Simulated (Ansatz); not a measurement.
# C2H6O2Se: a ladder of functionals and wavefunction methods

An exercise on one series of results from a longer session: the logs are not shown, and one member is left open.

Method: functionals in def2-TZVPP, the program's frozen cores in correlated methods; program: Ansatz 0.2.0, Gaussian basis.

Levels to be run: PBE-D4, r2SCAN-D4, PBE0-D4, B3LYP-D4, ωB97X-V, ωB97M-V, B2PLYP; CCSD(T)/def2-TZVPP; MP2/def2-QZVPP; extrapolation to the limit.

**The relaxed structure**

An earlier PBE0-D4 in a triple-zeta def2 set relaxation fixed the geometry.

SMILES `C[Se]C(O)O`, 11 atoms, charge 0, spin multiplicity 1.

Atoms are counted from 1 here; the program's logs count them from 0.

Bond lengths: C1–Se2 1.941 Å, C1–H6 1.090 Å, C1–H7 1.089 Å, C1–H8 1.087 Å, Se2–C3 1.970 Å, C3–O4 1.391 Å, C3–O5 1.384 Å, C3–H9 1.093 Å, O4–H10 0.964 Å, O5–H11 0.965 Å. Angles: Se2–C1–H6 106.3°, Se2–C1–H7 110.5°, Se2–C1–H8 109.7°, H6–C1–H7 109.4°, H6–C1–H8 110.1°, H7–C1–H8 110.8°, C1–Se2–C3 98.8°, Se2–C3–O4 107.8°, Se2–C3–O5 108.8°, Se2–C3–H9 109.3°, O4–C3–O5 113.2°, O4–C3–H9 111.8°, O5–C3–H9 105.9°, C3–O4–H10 107.7°, C3–O5–H11 107.5°.

The first run:

Contents of in.yaml:

```yaml
crystal:
  periodic: [false, false, false]
  atoms:
    - {symbol: C, position_ang: [-1.370307, 0.393047, 1.259084]}
    - {symbol: Se, position_ang: [0.513670, 0.809599, 1.048302]}
    - {symbol: C, position_ang: [0.778367, 0.096391, -0.768539]}
    - {symbol: O, position_ang: [0.102150, -1.116136, -0.850751]}
    - {symbol: O, position_ang: [2.136226, -0.019989, -1.009370]}
    - {symbol: H, position_ang: [-1.637359, 0.689064, 2.273106]}
    - {symbol: H, position_ang: [-1.967856, 0.961129, 0.548060]}
    - {symbol: H, position_ang: [-1.526588, -0.674136, 1.127425]}
    - {symbol: H, position_ang: [0.405937, 0.819494, -1.498878]}
    - {symbol: H, position_ang: [0.129950, -1.405858, -1.769974]}
    - {symbol: H, position_ang: [2.501310, -0.609607, -0.337963]}
basis:
  gaussian: {orbitals: def2-TZVPP}
hamiltonian: {xc: pbe, dispersion: d4}
output: {forces: true, orbitals: {seedname: orbitals}}
```

The run is started by

```
$ ansatz run in.yaml --threads 4 --pin off --events-out ev --progress --plain --max-ram 10444MiB
```

Steps of the session up to this table: PBE-D4 (GGA); r2SCAN-D4 (meta-GGA); PBE0-D4 (hybrid); B3LYP-D4 (hybrid); ωB97X-V (range-separated); ωB97M-V (range-separated); B2PLYP (double hybrid); CCSD(T) in def2-TZVPP; MP2 in def2-QZVPP.

One table of the session follows, with a row left open; its other results are not shown here.

```
            method  atomisation energy (kJ/mol)
            PBE-D4                       4110.8
         r2SCAN-D4                       4008.6
           PBE0-D4                       4002.3
          B3LYP-D4                       3984.0
           ωB97X-V                       4001.2
           ωB97M-V                       4000.2
            B2PLYP                       3944.3
     HF/def2-TZVPP                       2729.3
    MP2/def2-TZVPP                       3978.2
   CCSD/def2-TZVPP                       3821.5
CCSD(T)/def2-TZVPP                       3894.8
           MP2/CBS                            ?
       CCSD(T)/CBS                       4009.7
```

**Question.** Estimate the row for MP2/CBS.

**Answer.** atomisation energy (kJ/mol): 4093.1. In the column «atomisation energy (kJ/mol)» it lies between CCSD(T)/CBS (4009.7) and PBE-D4 (4110.8).

Caveats from the session: Free atoms (2 C, 1 Se, 2 O, 6 H) were run apart at each level; the atomisation energy is their sum less the molecule, without zero-point or spin-orbit terms.
